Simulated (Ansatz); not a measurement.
# Si2NH5F (SMILES F[SiH2]N[SiH2]) at UBLYP/6-31G(d) (spherical functions)

Aim: the vertical doublet–quartet gap of Si2NH5F at UBLYP/6-31G* (spherical functions), from 2 runs. 

Program for the calculation: Ansatz 0.2.0.

74 further runs of the same task are left out: 74 set aside as unsound or not needed.

## 1. The molecule

Si2NH5F: 9 atoms, total charge 0, spin state doublet. As SMILES, `F[SiH2]N[SiH2]`. Geometry: relaxed at PBE0-D4/def2-TZVP. This is one conformer, not always the lowest.

Bond lengths: F1–Si2 1.600 Å, Si2–N3 1.712 Å, N3–Si4 1.736 Å, Si2–H5 1.480 Å, Si2–H6 1.477 Å, N3–H7 1.012 Å, Si4–H8 1.489 Å, Si4–H9 1.494 Å. Some angles: F1–Si2–N3 112.4°, Si2–N3–Si4 128.4°, F1–Si2–H5 106.1°, F1–Si2–H6 106.9°, N3–Si2–H5 109.2°, N3–Si2–H6 108.5°, Si2–N3–H7 115.7°, Si4–N3–H7 115.2°, N3–Si4–H8 106.6°, N3–Si4–H9 109.5°.

## 2. A single-point energy at UBLYP/6-31G(d) (spherical functions)

Input file run.yaml:

```yaml
crystal:
  periodic: [false, false, false]
  atoms:
    - {symbol: F, position_ang: [-1.778200, 1.208900, -1.181800]}
    - {symbol: Si, position_ang: [-0.288000, 1.123600, -0.604900]}
    - {symbol: "N", position_ang: [0.241500, -0.491400, -0.403000]}
    - {symbol: Si, position_ang: [0.023600, -1.533600, 0.967900]}
    - {symbol: H, position_ang: [0.576300, 1.799100, -1.598800]}
    - {symbol: H, position_ang: [-0.302800, 1.779800, 0.718800]}
    - {symbol: H, position_ang: [0.600400, -0.942200, -1.234500]}
    - {symbol: H, position_ang: [-0.246300, -0.650000, 2.136200]}
    - {symbol: H, position_ang: [1.261800, -2.340700, 1.182700]}
basis:
  gaussian:
    orbitals: 6-31G_st_-spherical.json
magnetization:
  spin_polarized: true
  initial_magnetization: 1
hamiltonian:
  xc: {name: BLYP}
accuracy: high
output:
  orbitals: {seedname: orbitals}
```

The basis set 6-31G* is read from a file made from the Basis Set Exchange's data (not shown).

The run is started by

```bash
$ ansatz run run.yaml --threads 1 --pin off --max-ram 3480MiB --events-out events.jsonl --progress --plain --runs-dir runs
```

Output:

```text
Warning: RAYON_NUM_THREADS=1 ignored (pool sized by the plan → 1); use --threads N
Functional definition: BLYP
  name "BLYP"
  parameter beta = 0.0042
  parameter a = 0.04918
  parameter b = 0.132
  parameter c = 0.2533
  parameter d = 0.349
  exchange = b88_x(beta = beta)
  correlation = lyp_c(a = a, b = b, c = c, d = d)
1686 factors; integrals over basis functions are off by at most 3.6e-9 eV
mean field evaluation 1: about -20032.4180 eV, gradient 5.0e1 eV
mean field evaluation 2: about -19988.2014 eV, gradient 9.8e1 eV
mean field evaluation 4: about -20041.9781 eV, gradient 1.1e1 eV
mean field evaluation 8: about -20042.3401 eV, gradient 4.2e-1 eV
mean field evaluation 16: about -20042.3412 eV, gradient 1.3e-4 eV
mean field -20042.34120791 eV, -736.5424542040 hartree, gradient 3.4e-8 eV, S^2 0.751026; 0 other end points of the search recorded, 0 dependent functions left out
reference -20042.34126611 eV, -736.5424563428 hartree; 25, 24 occupied and 49, 50 virtual orbitals, 1686 factors
Total energy: -20042.34126611 eV, -736.5424563428 hartree
```

Run time: 10 s. Hardware: 1 thread of Arm Neoverse V2, shared host; peak memory 0.27 GiB.

## 3. The quartet at the same level

Input file job.yaml:

```yaml
crystal:
  periodic: [false, false, false]
  atoms:
    - {symbol: F, position_ang: [-1.778200, 1.208900, -1.181800]}
    - {symbol: Si, position_ang: [-0.288000, 1.123600, -0.604900]}
    - {symbol: N, position_ang: [0.241500, -0.491400, -0.403000]}
    - {symbol: Si, position_ang: [0.023600, -1.533600, 0.967900]}
    - {symbol: H, position_ang: [0.576300, 1.799100, -1.598800]}
    - {symbol: H, position_ang: [-0.302800, 1.779800, 0.718800]}
    - {symbol: H, position_ang: [0.600400, -0.942200, -1.234500]}
    - {symbol: H, position_ang: [-0.246300, -0.650000, 2.136200]}
    - {symbol: H, position_ang: [1.261800, -2.340700, 1.182700]}
basis:
  gaussian: {orbitals: 6-31G_st_-spherical.json}
magnetization: {spin_polarized: true, initial_magnetization: 3}
hamiltonian: {xc: {name: BLYP}}
accuracy: high
output: {orbitals: {seedname: orbitals}}
```

The basis set 6-31G* is read from a file made from the Basis Set Exchange's data (not shown).

The run is started by

```bash
$ ansatz run job.yaml --threads 1 --pin off --max-ram 3480MiB --events-out events.jsonl --progress --plain --runs-dir runs
```

Output:

```text
Warning: RAYON_NUM_THREADS=1 ignored (pool sized by the plan → 1); use --threads N
Functional definition: BLYP
  name "BLYP"
  parameter beta = 0.0042
  parameter a = 0.04918
  parameter b = 0.132
  parameter c = 0.2533
  parameter d = 0.349
  exchange = b88_x(beta = beta)
  correlation = lyp_c(a = a, b = b, c = c, d = d)
1685 factors; integrals over basis functions are off by at most 3.8e-9 eV
mean field evaluation 1: about -20022.3242 eV, gradient 5.3e1 eV
mean field evaluation 2: about -19946.2615 eV, gradient 1.1e2 eV
mean field evaluation 4: about -20027.3529 eV, gradient 3.7e1 eV
mean field evaluation 8: about -20035.4800 eV, gradient 3.0e0 eV
mean field evaluation 16: about -20035.5245 eV, gradient 2.4e-3 eV
mean field evaluation 32: about -20033.8441 eV, gradient 7.5e0 eV
mean field evaluation 64: about -20034.5854 eV, gradient 3.1e0 eV
mean field -20035.52449979 eV, -736.2919448010 hartree, gradient 9.3e-8 eV, S^2 3.752970; 8 other end points of the search recorded, 0 dependent functions left out
reference -20035.52455877 eV, -736.2919469686 hartree; 26, 23 occupied and 48, 51 virtual orbitals, 1685 factors
Total energy: -20035.52455877 eV, -736.2919469686 hartree
```

Run time: 17 s. Hardware: 1 thread of Arm Neoverse V2, shared host; peak memory 0.26 GiB.

## 4. Outcome

At UBLYP/6-31G* (spherical functions):

```
                                        quantity          value
                           doublet: total energy  -736.54246 Eh
     doublet: HOMO energy (highest over α and β)       -4.28 eV
      doublet: LUMO energy (lowest over α and β)       -2.95 eV
                                   doublet: ⟨S²⟩          0.751
                           quartet: total energy  -736.29195 Eh
     quartet: HOMO energy (highest over α and β)       -1.06 eV
                                   quartet: ⟨S²⟩          3.753
vertical energy of the quartet above the doublet       6.817 eV
```

In words: At this shape the quartet lies 6.82 eV (157 kcal/mol) above the doublet.
